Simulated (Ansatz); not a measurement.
**BrF2H3Si2: one species, many methods**

One table from this session's results is given with a row withheld; the runs are named, their logs left out.

Method: functionals in def2-TZVPP, the program's frozen cores in correlated methods; program: Ansatz 0.2.0, Gaussian basis.

Levels to be run: LDA (SPW92), PBE-D4, revPBE-D4, BLYP-D4, r2SCAN-D4, B97M-V, PBE0-D4, B3LYP-D4, r2SCANh-D4, r2SCAN0-D4, HSE06-D4, BHLYP-D4, CAM-B3LYP-D4, LC-ωPBE, ωB97X-V, ωB97M-V, B2PLYP, PBE-QIDH; CCSD(T)/def2-SVP; CCSD(T)/def2-TZVPP; MP2/def2-QZVPP; extrapolation to the limit; RPA on PBE.

### Structure used throughout

An earlier PBE0-D4 in a triple-zeta def2 set relaxation fixed the geometry.

SMILES `F[Si](F)([SiH3])Br`, 8 atoms, charge 0, spin multiplicity 1.

Atoms are counted from 1 here; the program's logs count them from 0.

Bond lengths: F1–Si2 1.586 Å, Si2–F3 1.586 Å, Si2–Si4 2.332 Å, Si2–Br5 2.201 Å, Si4–H6 1.484 Å, Si4–H7 1.485 Å, Si4–H8 1.484 Å. Angles: F1–Si2–F3 106.3°, F1–Si2–Si4 111.5°, F1–Si2–Br5 107.8°, F3–Si2–Si4 111.5°, F3–Si2–Br5 107.8°, Si4–Si2–Br5 111.8°, Si2–Si4–H6 108.1°, Si2–Si4–H7 109.6°, Si2–Si4–H8 108.1°, H6–Si4–H7 110.3°, H6–Si4–H8 110.3°, H7–Si4–H8 110.3°.

Geometry (Å):

```mol
BrF2H3Si2
  3D, bonds by distance, orders not assigned

  8  7  0  0  0  0  0  0  0  0999 V2000
    1.6873   -0.3324    1.4716 F   0  0
    1.1049   -0.1099    0.0134 Si  0  0
    1.6386   -1.3150   -0.8685 F   0  0
   -1.2255   -0.0293    0.0281 Si  0  0
    1.9820    1.7450   -0.7837 Br  0  0
   -1.6417    1.1128    0.8787 H   0  0
   -1.7651   -1.3014    0.5715 H   0  0
   -1.6883    0.1731   -1.3669 H   0  0
  1  2  8  0
  2  3  8  0
  2  4  8  0
  2  5  8  0
  4  6  8  0
  4  7  8  0
  4  8  8  0
M  END
```

The first run:

in.yaml

```yaml
crystal:
  periodic: [false, false, false]
  atoms:
    - {symbol: F, position_ang: [1.687288, -0.332369, 1.471621]}
    - {symbol: Si, position_ang: [1.104925, -0.109867, 0.013420]}
    - {symbol: F, position_ang: [1.638601, -1.314994, -0.868544]}
    - {symbol: Si, position_ang: [-1.225469, -0.029326, 0.028052]}
    - {symbol: Br, position_ang: [1.981996, 1.745040, -0.783709]}
    - {symbol: H, position_ang: [-1.641745, 1.112752, 0.878684]}
    - {symbol: H, position_ang: [-1.765111, -1.301425, 0.571524]}
    - {symbol: H, position_ang: [-1.688285, 0.173087, -1.366949]}
basis:
  gaussian: {orbitals: def2-TZVPP}
hamiltonian: {xc: lda}
output: {orbitals: {seedname: orbitals}}
```

Run with:

```bash
$ ansatz run in.yaml --threads 4 --pin off --events-out ev --progress --plain --max-ram 10444MiB
```

Among the steps run: LDA; PBE-D4 (GGA); revPBE-D4 (GGA); BLYP-D4 (GGA); r2SCAN-D4 (meta-GGA); B97M-V (meta-GGA); PBE0-D4 (hybrid); B3LYP-D4 (hybrid); r2SCANh-D4 (hybrid); r2SCAN0-D4 (hybrid); HSE06-D4 (hybrid); BHLYP-D4 (hybrid); CAM-B3LYP-D4 (range-separated); LC-ωPBE (range-separated); ωB97X-V (range-separated); ωB97M-V (range-separated); B2PLYP (double hybrid); PBE-QIDH (double hybrid).

One of the session's tables, all rows but one given; the rest of the session is left out.

It belongs to the step «Frontier levels by functional». 

```
  functional  HOMO (eV)  gap (eV)
 LDA (SPW92)      -7.64      6.07
      PBE-D4      -7.50      6.14
   revPBE-D4      -7.44      6.18
     BLYP-D4      -7.35      6.17
   r2SCAN-D4      -7.82      6.71
      B97M-V      -7.91      6.66
     PBE0-D4          ?         ?
    B3LYP-D4      -8.50      7.82
  r2SCANh-D4      -8.26      7.45
  r2SCAN0-D4      -8.93      8.56
    HSE06-D4      -8.33      7.44
    BHLYP-D4      -9.83     10.28
CAM-B3LYP-D4     -10.02     10.60
     LC-ωPBE     -11.33     13.01
     ωB97X-V     -11.00     12.59
     ωB97M-V     -10.79     12.11
```

Q: Estimate the row for PBE0-D4 from the others.

The run gave: HOMO (eV): -8.73; gap (eV): 8.21. In the column «HOMO (eV)» it lies between r2SCAN0-D4 (-8.93) and B3LYP-D4 (-8.50).
